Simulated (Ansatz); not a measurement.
# Cd3P2: further runs on the relaxed cell

Aim: for Cd3P2, repeat the electronic structure at other levels of theory.

Program: Ansatz 0.2.0. Level of theory: DFT PBEsol, scalar-relativistic, plane waves, PAW, unless a step's input says otherwise. These are calculated values, not measurements.

## Step 1: The system as given

Symmetry: P4_2/nmc, No. 137, tetragonal system. The conventional cell has a = 8.703 Å, b = 8.703 Å, c = 12.212 Å, α = 90.00°, β = 90.00°, γ = 90.00°. Cd (site symmetry m) has 3 P at 2.53 to 2.59 Å as nearest neighbours. Around Cd (site symmetry m) lie 4 P at 2.50 to 2.78 Å. Around Cd (site symmetry m) lie 3 P at 2.55 to 2.59 Å. Around P (site symmetry 2mm) lie 4 Cd at 2.50 to 2.53 Å. P (site symmetry 2mm) has 4 Cd at 2.50 to 2.55 Å as nearest neighbours. P (site symmetry 2) is surrounded by 6 Cd at 2.59 to 2.78 Å.

As a file:

```
Cd P
1.0
     8.70336    0.00000    0.00000
     0.00000    8.70336    0.00000
     0.00000    0.00000   12.21235
Cd P
24 16
Direct
  0.71362 0.00000 0.88167
  0.50000 0.21362 0.38167
  0.50000 0.78638 0.38167
  0.21362 0.50000 0.61833
  0.78638 0.50000 0.61833
  0.28638 0.00000 0.88167
  0.00000 0.71362 0.11833
  0.00000 0.28638 0.11833
  0.75629 0.00000 0.14795
  0.24371 0.00000 0.14795
  0.00000 0.75629 0.85205
  0.50000 0.74371 0.64795
  0.50000 0.25629 0.64795
  0.74371 0.50000 0.35205
  0.25629 0.50000 0.35205
  0.00000 0.24371 0.85205
  0.50000 0.28333 0.10249
  0.50000 0.71667 0.10249
  0.28333 0.50000 0.89751
  0.78333 0.00000 0.60249
  0.21667 0.00000 0.60249
  0.00000 0.78333 0.39751
  0.00000 0.21667 0.39751
  0.71667 0.50000 0.89751
  0.00000 0.50000 0.25889
  0.00000 0.50000 0.75889
  0.50000 0.00000 0.24111
  0.50000 0.00000 0.74111
  0.00000 0.00000 0.25670
  0.50000 0.50000 0.75670
  0.50000 0.50000 0.24330
  0.00000 0.00000 0.74330
  0.25688 0.74312 0.50000
  0.75688 0.75688 0.00000
  0.24312 0.24312 0.00000
  0.74312 0.25688 0.50000
  0.24312 0.75688 0.00000
  0.74312 0.74312 0.50000
  0.25688 0.25688 0.50000
  0.75688 0.24312 0.00000
```

It goes back to an entry of the Materials Project, which need not be the stable form.

This cell was relaxed beforehand with the same method: volume 23.13 Å³/atom, gap on the mesh none (metal).

## Step 2: Level of theory: r2SCAN

Contents of input.yaml:

```yaml
crystal:
  lattice:
    - [8.7033645961, 0.0, 0.0]
    - [0.0, 8.7033645961, 0.0]
    - [0.0, 0.0, 12.2123468386]
  atoms:
    - { symbol: Cd, position: [0.7136194598, 0.0, 0.8816660416] }
    - { symbol: Cd, position: [0.5, 0.2136194598, 0.3816660416] }
    - { symbol: Cd, position: [0.5, 0.7863805402, 0.3816660416] }
    - { symbol: Cd, position: [0.2136194598, 0.5, 0.6183339584] }
    - { symbol: Cd, position: [0.7863805402, 0.5, 0.6183339584] }
    - { symbol: Cd, position: [0.2863805402, 0.0, 0.8816660416] }
    - { symbol: Cd, position: [0.0, 0.7136194598, 0.1183339584] }
    - { symbol: Cd, position: [0.0, 0.2863805402, 0.1183339584] }
    - { symbol: Cd, position: [0.7562920137, 0.0, 0.1479509481] }
    - { symbol: Cd, position: [0.2437079863, 0.0, 0.1479509481] }
    - { symbol: Cd, position: [0.0, 0.7562920137, 0.8520490519] }
    - { symbol: Cd, position: [0.5, 0.7437079863, 0.6479509481] }
    - { symbol: Cd, position: [0.5, 0.2562920137, 0.6479509481] }
    - { symbol: Cd, position: [0.7437079863, 0.5, 0.3520490519] }
    - { symbol: Cd, position: [0.2562920137, 0.5, 0.3520490519] }
    - { symbol: Cd, position: [0.0, 0.2437079863, 0.8520490519] }
    - { symbol: Cd, position: [0.5, 0.2833295358, 0.1024891889] }
    - { symbol: Cd, position: [0.5, 0.7166704642, 0.1024891889] }
    - { symbol: Cd, position: [0.2833295358, 0.5, 0.8975108111] }
    - { symbol: Cd, position: [0.7833295358, 0.0, 0.6024891889] }
    - { symbol: Cd, position: [0.2166704642, 0.0, 0.6024891889] }
    - { symbol: Cd, position: [0.0, 0.7833295358, 0.3975108111] }
    - { symbol: Cd, position: [0.0, 0.2166704642, 0.3975108111] }
    - { symbol: Cd, position: [0.7166704642, 0.5, 0.8975108111] }
    - { symbol: P, position: [0.0, 0.5, 0.2588897466] }
    - { symbol: P, position: [0.0, 0.5, 0.7588897466] }
    - { symbol: P, position: [0.5, 0.0, 0.2411102534] }
    - { symbol: P, position: [0.5, 0.0, 0.7411102534] }
    - { symbol: P, position: [0.0, 0.0, 0.2567002998] }
    - { symbol: P, position: [0.5, 0.5, 0.7567002998] }
    - { symbol: P, position: [0.5, 0.5, 0.2432997002] }
    - { symbol: P, position: [0.0, 0.0, 0.7432997002] }
    - { symbol: P, position: [0.2568792973, 0.7431207027, 0.5] }
    - { symbol: P, position: [0.7568792973, 0.7568792973, 0.0] }
    - { symbol: P, position: [0.2431207027, 0.2431207027, 0.0] }
    - { symbol: P, position: [0.7431207027, 0.2568792973, 0.5] }
    - { symbol: P, position: [0.2431207027, 0.7568792973, 0.0] }
    - { symbol: P, position: [0.7431207027, 0.7431207027, 0.5] }
    - { symbol: P, position: [0.2568792973, 0.2568792973, 0.5] }
    - { symbol: P, position: [0.7568792973, 0.2431207027, 0.0] }
basis:
  ecutwfc: 500
kpoints:
  mp_grid: { grid: [4, 4, 4] }
  band_path:
    path:
      - [[0.0, 0.0, 0.0], [0.0, 0.5, 0.0], [0.5, 0.5, 0.0], [0.0, 0.0, 0.0], [0.0, 0.0, 0.5], [0.0, 0.5, 0.5], [0.5, 0.5, 0.5], [0.0, 0.0, 0.5]]
      - [[0.0, 0.5, 0.0], [0.0, 0.5, 0.5]]
      - [[0.5, 0.5, 0.0], [0.5, 0.5, 0.5]]
    npoints: 10
hamiltonian:
  xc: r2scan
scf:
  occupations: { method: gaussian, width: 0.1 }
  n_extra_bands: 100
output:
  forces: true
  stress: true
  eigenvalues: true
  populations: true
  dos: { projected: true, de: 0.02, nscf_kmesh: { grid: [6, 6, 6] } }
  bader: false
  write_density: true
  write_potential: true
  elf: true
  volumetric_format: npy
```

On the command line:

```bash
ansatz run input.yaml --threads 8 --pin off --max-ram 22528MiB --backend cpu --events-out ev --progress --plain --runs-dir out
```

## Step 3: The same geometry with PBEsol with spin-orbit coupling

Edit input.yaml of step 2 so:

```diff
@@ -47,3 +47,3 @@
 basis:
-  ecutwfc: 500
+  ecutwfc: 420
 kpoints:
@@ -57,6 +57,5 @@
 hamiltonian:
-  xc: r2scan
+  xc: pbesol
 scf:
   occupations: { method: gaussian, width: 0.1 }
-  n_extra_bands: 100
 output:
@@ -66,7 +65,6 @@
   populations: true
-  dos: { projected: true, de: 0.02, nscf_kmesh: { grid: [6, 6, 6] } }
+  dos: { projected: true, de: 0.02 }
   bader: false
-  write_density: true
-  write_potential: true
-  elf: true
-  volumetric_format: npy
+magnetization:
+  noncollinear: true
+  spin_orbit: true
```

(Steps that only read results are left out.)

Q: Predict the outcome of this session. Wanted: gap.

As calculated:

```
    quantity                        value
gap (r2SCAN)  0.44 eV, direct on the path
```

**Reading.** The gap runs from none (metal) with PBEsol to 0.44 eV with r2SCAN. At this fixed cell r2SCAN gives 1.9 GPa, so it would relax to a larger volume.
